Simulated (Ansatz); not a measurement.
Consider an all-electron equation of state of AlCo, space group Pm-3m (Ansatz's Python interface).

The script, `eos_lapw_alco.py`:
```python
# -*- coding: utf-8 -*-
import ansatz as az
from ase.eos import EquationOfState
from ase.units import GPa
import numpy as np

vectors0 = np.array([
    [2.819403, 0.0, 0.0],
    [0.0, 2.819403, 0.0],
    [0.0, 0.0, 2.819403],
])
sites = [
    ("Al", [0.0, 0.0, 0.0], 0.0),
    ("Co", [0.5, 0.5, 0.5], 2.5),
]


def on_lattice(cell):
    crystal = az.Crystal(lattice=az.Lattice.of(cell))
    for symbol, position, moment in sites:
        crystal = crystal.atom(symbol, position, moment=moment or None)
    return crystal


def main():
    volumes, energies = [], []
    for scale in np.linspace(0.94, 1.06, 5):
        cell = vectors0 * scale ** (1 / 3)
        setup = (
            on_lattice(cell).calculation()
            .functional("pbe")
            .scf(tolerance=1e-09)
            .spin("collinear")
            .occupations("fermi_dirac", width=0.1)
            .kpoints(10, 10, 10)
            .pseudopotentials("all_electron", lapw=True, basis_error=0.0005)
        )
        summary = setup.run(threads=1).report
        volumes.append(abs(np.linalg.det(cell)) / len(sites))
        energies.append(summary["free_energy_ev"] / len(sites))
        print(f"{scale:.3f} {volumes[-1]:9.4f} A^3/atom {energies[-1]:16.5f} eV/atom  (estimated basis error {1000 * summary['lapw_basis_errors']['total_ev_per_atom']:.2f} meV/atom)")
    v0, e0, bulk = EquationOfState(volumes, energies, eos="birchmurnaghan").fit()
    print(f"V0 = {v0:.4f} A^3/atom, B0 = {bulk / GPa:.1f} GPa")


if __name__ == "__main__":
    main()
```

Where does the minimum lie against the volume typed, and how stiff is the crystal?

A third-order Birch-Murnaghan fit through the 5 points has its minimum at 11.60 Å³ an atom, 3.6 % above the typed cell, with a bulk modulus of 178 GPa and dB/dP = 4.2. From that minimum the energy rises by 65.2 meV an atom on the compressed side and 3.5 meV on the expanded side. The window is off centre, so dB/dP is rough.

The run itself:

```console
$ python eos_lapw_alco.py
RunWarning: the starting moments were not kept: the SCF closed with an absolute magnetisation of 8.4e-7 μB, where they sum to 2.5 μB in size (1 site). That is at most 0.1 of that sum. Measured as dr2_m measures the in/out step, that magnetisation stands [...]
0.940   10.5334 A^3/atom     -22263.08610 eV/atom  (estimated basis error 0.14 meV/atom)
0.970   10.8696 A^3/atom     -22263.12222 eV/atom  (estimated basis error 0.14 meV/atom)
1.000   11.2058 A^3/atom     -22263.14315 eV/atom  (estimated basis error 0.14 meV/atom)
1.030   11.5419 A^3/atom     -22263.15106 eV/atom  (estimated basis error 0.14 meV/atom)
1.060   11.8781 A^3/atom     -22263.14780 eV/atom  (estimated basis error 0.14 meV/atom)
V0 = 11.6043 A^3/atom, B0 = 178.5 GPa
```
(Warnings from the package without file and line, shortened, repeats left out.)

Notes:
- All-electron totals depend on functional, relativistic treatment and basis; only differences at equal settings carry meaning.
- The SCF didn't keep the moments it started from (some shrank, vanished or turned); what is printed is the state reached.
- For a metal this k-point mesh is coarse: on a finer one energies can move by several to tens of meV an atom and pressures by half a GPa or more, differences at one mesh by less.
- The structure comes from a database of computed cells and needn't be a stable or known phase.
- Hardware and time: 120 s on 1 thread of Intel(R) Xeon(R) Processor @ 2.30GHz, with other jobs on the host, peak memory 0.62 GiB.
